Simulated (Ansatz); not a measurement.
A nudged elastic band was laid between two geometries of a periodic cell of 17 atoms, Li₁₆H (host Li, host structure bcc, interstitial H).

These are results of Ansatz, DFT PBE, scalar-relativistic, plane waves, PAW, not measurements. Settings: cutoff 420 eV, k mesh 3x3x3, gaussian smearing 0.15 eV, no spin polarisation.

```
movable images  : 3
climbing image  : yes
spring          : 0.1 eV/Å²
optimiser       : fire
start path      : default
force threshold : 0.05 eV/Å
iteration limit : 50
end points      : relaxed
```

Initial state:

```xyz
17
Lattice="6.9800 0.0000 0.0000 0.0000 6.9800 0.0000 0.0000 0.0000 6.9800" Properties=species:S:1:pos:R:3
Li -0.106 0.002 -0.123
Li 3.581 0.002 -0.123
Li -0.089 3.491 0.088
Li 0.166 -0.001 3.503
Li 1.746 1.621 1.721
Li 3.573 3.491 0.084
Li 3.311 -0.001 3.499
Li 5.239 1.695 1.798
Li 0.042 3.487 3.455
Li 1.746 5.368 1.724
Li 1.741 1.862 5.372
Li 3.440 3.488 3.456
Li 5.238 5.290 1.798
Li 5.233 1.794 5.133
Li 1.741 5.127 5.372
Li 5.233 5.189 5.136
H 1.741 0.004 2.571
```

Final state:

```xyz
17
Lattice="6.9800 0.0000 0.0000 0.0000 6.9800 0.0000 0.0000 0.0000 6.9800" Properties=species:S:1:pos:R:3
Li -0.120 0.002 -0.098
Li 3.501 0.003 0.183
Li 0.082 3.491 -0.089
Li -0.120 0.002 3.586
Li 1.721 1.613 1.742
Li 3.455 3.492 0.046
Li 3.505 0.003 3.307
Li 5.371 1.855 1.742
Li 0.081 3.491 3.576
Li 1.718 5.367 1.742
Li 1.802 1.689 5.232
Li 3.456 3.492 3.441
Li 5.371 5.126 1.742
Li 5.135 1.788 5.234
Li 1.801 5.293 5.232
Li 5.135 5.195 5.234
H 2.571 -0.005 1.752
```

Task: What changes between the two ends?

Result: Contacts made: Li2–H17. The atom that moves furthest is H17, by 1.17 Å.

Task: Give the energies along the band, and the barrier.

Result: The run converged. The highest image is number 3 of 0 to 4, 0.001 eV above the ends, which have the same energy within 2 meV. A structure lower than the first end lies on the path between it and the top, so the climb from that side starts below the end, which may itself be a saddle point or a shallow side well. The top lies less than 8 meV above the higher end, about what the thresholds resolve: that end is a shoulder or a very shallow well. The order of the stationary point at the top wasn't checked. Limits of this set-up: coarse k mesh, odd electron count without spin.

| image | path coordinate (Å) | energy (eV) | Li2–H17 (Å) |
| --- | --- | --- | --- |
| 0 | 0.00 | 0.000 | 3.26 |
| 1 | 0.60 | 0.001 | 2.81 |
| 2 | 1.20 | -0.015 | 2.13 |
| 3 | 1.81 | 0.001 | 1.88 |
| 4 | 2.32 | 0.000 | 1.82 |

Task: What is the geometry of the highest image?

Result: 
```xyz
17
Lattice="6.9800 0.0000 0.0000 0.0000 6.9800 0.0000 0.0000 0.0000 6.9800" Properties=species:S:1:pos:R:3
Li -0.040 0.001 -0.020
Li 3.426 0.002 0.236
Li -0.026 3.491 -0.112
Li 0.012 0.001 3.533
Li 1.739 1.767 1.741
Li 3.568 3.492 0.000
Li 3.389 0.002 3.283
Li 5.343 1.825 1.779
Li 0.012 3.491 3.626
Li 1.737 5.212 1.741
Li 1.806 1.744 5.262
Li 3.522 3.492 3.511
Li 5.343 5.157 1.779
Li 5.145 1.654 5.224
Li 1.805 5.238 5.263
Li 5.144 5.330 5.224
H 2.316 0.000 1.751
```

Time of the run: 15 min on 2 threads of Arm Neoverse N1, with other jobs on the host, peak memory 0.9 GiB.
